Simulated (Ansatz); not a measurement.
# CH₇AlOSi: small, medium and large basis sets

The task here is to estimate one member of a computed series from the others.

Program: Ansatz 0.2.0, Gaussian basis. Level of theory: one geometry, several basis sets. These are calculated values, not measurements.

The runs, in order: PBE0-D4/def2-SVP; ωB97M-V/def2-SVP; PBE0-D4/def2-QZVPP; ωB97M-V/def2-QZVPP; the functionals' def2-TZVPP values are taken from earlier runs.

## The geometry

All runs share one geometry, relaxed beforehand with PBE0-D4 in a triple-zeta def2 set.

SMILES `O[CH]([AlH2])[SiH3]`, 11 atoms, charge 0, spin multiplicity 1.

Atoms are counted from 1 here; the program's logs count them from 0.

Bond lengths: O1–C2 1.437 Å, O1–H5 0.961 Å, C2–Al3 1.965 Å, C2–Si4 1.884 Å, C2–H6 1.105 Å, Al3–H7 1.584 Å, Al3–H8 1.592 Å, Si4–H9 1.486 Å, Si4–H10 1.490 Å, Si4–H11 1.491 Å. Angles: C2–O1–H5 109.5°, O1–C2–Al3 114.7°, O1–C2–Si4 107.3°, O1–C2–H6 110.2°, Al3–C2–Si4 110.8°, Al3–C2–H6 107.8°, Si4–C2–H6 105.8°, C2–Al3–H7 122.4°, C2–Al3–H8 114.7°, H7–Al3–H8 122.8°, C2–Si4–H9 111.5°, C2–Si4–H10 108.8°, C2–Si4–H11 110.4°, H9–Si4–H10 109.5°, H9–Si4–H11 108.4°, H10–Si4–H11 108.2°.

The first run:

Contents of in.yaml:

```yaml
crystal:
  periodic: [false, false, false]
  atoms:
    - {symbol: O, position_ang: [-0.904645, 0.967002, 1.214295]}
    - {symbol: C, position_ang: [-0.049159, 0.628802, 0.110458]}
    - {symbol: Al, position_ang: [1.632302, -0.253671, 0.615862]}
    - {symbol: Si, position_ang: [-1.048244, -0.458187, -1.060036]}
    - {symbol: H, position_ang: [-0.391809, 0.977839, 2.026478]}
    - {symbol: H, position_ang: [0.205640, 1.536644, -0.465959]}
    - {symbol: H, position_ang: [2.675890, -0.772485, -0.457347]}
    - {symbol: H, position_ang: [1.868041, -0.389063, 2.184630]}
    - {symbol: H, position_ang: [-2.381090, 0.133424, -1.347077]}
    - {symbol: H, position_ang: [-0.289984, -0.615922, -2.332726]}
    - {symbol: H, position_ang: [-1.251640, -1.811285, -0.467776]}
basis:
  gaussian: {orbitals: def2-SVP}
hamiltonian: {xc: pbe0, dispersion: d4}
output: {orbitals: {seedname: orbitals}}
```

Command:

```sh
> ansatz run in.yaml --threads 2 --pin off --events-out ev --progress --plain --max-ram 4352MiB
```

Steps of the session up to this table: PBE0-D4 in def2-SVP; ωB97M-V in def2-SVP; PBE0-D4 in def2-QZVPP; ωB97M-V in def2-QZVPP.

One of the session's tables, all rows but one given; the rest of the session is left out.

It belongs to the step «Functionals by basis». 

| functional | basis | HOMO (eV) | LUMO (eV) |
| --- | --- | --- | --- |
| PBE0-D4 | def2-SVP | -7.46 | -1.68 |
| PBE0-D4 | def2-TZVPP | -7.57 | -1.70 |
| PBE0-D4 | def2-QZVPP | -7.59 | -1.72 |
| ωB97M-V | def2-SVP | -9.66 | 0.00 |
| ωB97M-V | def2-TZVPP | ? | ? |
| ωB97M-V | def2-QZVPP | -9.81 | -0.26 |

**Question.** Estimate the row for ωB97M-V, def2-TZVPP.

The run gave: HOMO (eV): -9.78; LUMO (eV): -0.11. In the column «HOMO (eV)» it lies between ωB97M-V, def2-QZVPP (-9.81) and ωB97M-V, def2-SVP (-9.66).
